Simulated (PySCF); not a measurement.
Molecule: NCBrH2, in a box.

```
CELL_PARAMETERS angstrom
13.00000 0.00000 0.00000
0.00000 11.00000 0.00000
0.00000 0.00000 11.00000
ATOMIC_POSITIONS crystal
N 0.42375 0.44836 0.51161
C 0.51212 0.49854 0.48652
Br 0.62471 0.47213 0.59225
H 0.37656 0.47687 0.44544
H 0.53149 0.55611 0.41019
```

The cell isn't the ideal one: atoms moved at random, drawn with an rms of 0.05 Å.

Base run:

| Property | Result |
| --- | --- |
| Program | PySCF 2.14.0 |
| Functional | MN15-L |
| Dispersion | D3 |
| Potentials or basis | pob-tzvp-rev2 (all-electron) |
| k mesh | 1 × 1 × 1 |
| Occupations | fixed |
| Spin | no spin polarisation |

Its results: gap between the frontier levels 5.82 eV.

Problem. After a change of settings the same cell gave: gap between the frontier levels 5.33 eV. Which change was it?
A. functional from MN15-L to SCAN
B. functional from MN15-L to PW91; dispersion from D3 to D3(BJ)
C. functional from MN15-L to PBE; dispersion from D3 to none
D. functional from MN15-L to AM05; dispersion from D3 to none

Solution. A.

Caveats: this is a molecule in a periodic box at the Γ point, so its band gap is the HOMO-LUMO gap; relativity is left out, which matters for the heavier elements; the basis of atomic orbitals isn't converged, which shifts pressures, moduli and gaps.
